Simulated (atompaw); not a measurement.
# Nitrogen: generating and testing a PAW (atompaw) potential

Do these settings give a usable potential? It is generated, then checked for scattering, ghosts and hardness.

Method: atompaw 4.2.0.5, PBEsol, scalar-relativistic.

**1. The atom and the settings**

Typed settings, in words:

```
element                 : nitrogen (N, Z = 7)
type                    : PAW
frozen core             : [He]
valence charge          : 5
reference configuration : 2s2 2p3
partial waves           : 2s (bound): rc 0.65 bohr; 2s channel at 4.05 Ry: rc 2.75 bohr; 2p (bound): rc 2.75 bohr; 2p channel at 0.35 Ry: rc 2.75 bohr; 3d channel at 0.25 Ry: rc 2.45 bohr; 3d channel at 0.85 Ry: rc 2.75 bohr
local potential         : troulliermartins scheme with l = 3 at 0 Ry, radius 2.70 bohr
core correction         : smooth core density matched at 1.85 bohr
augmentation charge     : besselshape compensation charge, radius 2.55 bohr; PAW radius 2.75 bohr; waves and projectors: custom rrkj gramschmidtortho
```

The outer shells as boxes (Hund's rule for the drawing; the calculation is spin-unpolarised):

```
[He] core
2s [↑↓]
2p [↑ ][↑ ][↑ ]
```

The nodes and maxima of the atom's own shells, from an earlier all-electron run, set the scale for the radii.

All-electron outer shells of the reference configuration (PBEsol, scalar-relativistic, ld1.x):

```tsv
shell	level (eV)	outermost node (bohr)	outermost maximum (bohr)
1s	-383.09	–	0.15
2s	-18.46	0.32	1.02
2p	-7.04	–	0.98
```

**2. The generation run**

N.input

```
N 7
GGA-PBESOL scalarrelativistic loggrid 1500 logderivrange -3 5 201
2 2 0 0 0 0
2 1 3
0 0 0
c
v
v
2
2.75 2.55 2.70 1.85
y
4.05
n
y
0.35
n
y
0.25
y
0.85
n
custom rrkj gramschmidtortho besselshape
3 0 troulliermartins
0.65
2.75
2.75
2.75
2.45
2.75
PWSCFOUT
UPFDX 0.0125d0 UPFXMIN -7.d0 UPFZMESH 7.d0
END
```

The run is started by

```
$ atompaw < N.input > N.log
```

What does the calculation give? Wanted: cutoffs for 10 and 1 mRy, occupied levels; bound ghosts; largest phase difference near zero energy, channels read; lowest eigenvalue of the overlap; share of valence orbitals outside the PAW sphere; UPF file.

As calculated:

| quantity | value |
| --- | --- |
| cutoffs for 10 and 1 mRy, occupied levels | 260 Ry and over 300 Ry |
| bound ghosts | none found |
| largest phase difference near zero energy, channels read | 0.139 rad |
| lowest eigenvalue of the overlap (Bessel basis) | 0.154 (p) |
| share of valence orbitals outside the PAW sphere | 2s 3 %, 2p 8 % |
| UPF file | written |

In words: It counts as very hard, with 260 Ry needed at the looser tolerance. The tighter tolerance needs over 300 Ry, and converged work needs a cutoff nearer that. The slowest occupied level is 2s: taken alone it needs over 300 Ry to come within 1 mRy, against 10 Ry for 2p. It is free of bound ghosts as far as tested. Of the channels read, s scatters worst near zero energy, by up to 0.14 rad (at the energies tabulated). These are tests on the free atom; a crystal test is still owed.
